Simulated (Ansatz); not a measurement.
**H₂OSiTe (SMILES O1[SiH2][Te]1): single points off equilibrium**

The task here is to estimate one member of a computed series from the others.

Computed with Ansatz 0.2.0, Gaussian basis. Level: single points in def2-TZVPP.

Cores are frozen in the correlated methods. Filled d shells of the heavier atoms are correlated. Core potentials replace the inner electrons past krypton, and spin-orbit coupling is left out. B3LYP uses VWN-RPA correlation.

### The system as given

SMILES `O1[SiH2][Te]1`, 5 atoms, charge 0, spin multiplicity 1.

Atoms are counted from 1 here; the program's logs count them from 0.

Bond lengths: O1–Si2 1.618 Å, O1–Te3 2.245 Å, Si2–Te3 2.560 Å, Si2–H4 1.503 Å, Si2–H5 1.523 Å. Angles: Si2–O1–Te3 81.3°, O1–Si2–Te3 60.1°, O1–Si2–H4 117.9°, O1–Si2–H5 117.1°, Te3–Si2–H4 115.2°, Te3–Si2–H5 113.8°, H4–Si2–H5 118.9°, O1–Te3–Si2 38.7°.

As a file:

```csv
atom,x (Å),y (Å),z (Å)
O1,0.9812,-0.9190,-0.1579
Si2,-0.0383,0.3318,-0.2810
Te3,-0.3034,-1.3482,1.6324
H4,-1.1021,0.2694,-1.3404
H5,0.4786,1.6934,0.1638
```

The first run:

run/in.yaml

```yaml
crystal:
  periodic: [false, false, false]
  atoms:
    - {symbol: O, position_ang: [0.981200, -0.919000, -0.157900]}
    - {symbol: Si, position_ang: [-0.038300, 0.331800, -0.281000]}
    - {symbol: Te, position_ang: [-0.303400, -1.348200, 1.632400]}
    - {symbol: H, position_ang: [-1.102100, 0.269400, -1.340400]}
    - {symbol: H, position_ang: [0.478600, 1.693400, 0.163800]}
basis:
  gaussian: {orbitals: def2-TZVPP}
correlation: {method: ccsd_t}
output: {forces: true}
```

No record of the launch command was kept for these runs.

Steps of the session up to this table: CCSD(T)/def2-TZVPP; PBE0-D4/def2-TZVPP; wB97M-V/def2-TZVPP; r2SCAN-D4/def2-TZVPP; PBE-D4/def2-TZVPP; B3LYP-D4/def2-TZVPP; revPBE-D4/def2-TZVPP.

One table of the session follows, with a row left open; its other results are not shown here.

| method | RMS force component (eV/Å) | angle to CCSD(T) forces (°) | dipole (D) |
| --- | --- | --- | --- |
| CCSD(T) | 0.618 | reference | 2.28 |
| PBE0-D4 | 0.675 | 15.4 | 2.27 |
| wB97M-V | 0.677 | 19.1 | 2.45 |
| r2SCAN-D4 | 0.633 | 7.6 | 2.18 |
| PBE-D4 | 0.577 | 18.3 | 2.04 |
| B3LYP-D4 | ? | ? | ? |
| revPBE-D4 | 0.573 | 24.1 | 2.01 |

Q: Estimate the row for B3LYP-D4 from the others.

The run gave: RMS force component (eV/Å): 0.547; angle to CCSD(T) forces (°): 8.4; dipole (D): 2.31. In the column «RMS force component (eV/Å)» it is the lowest.
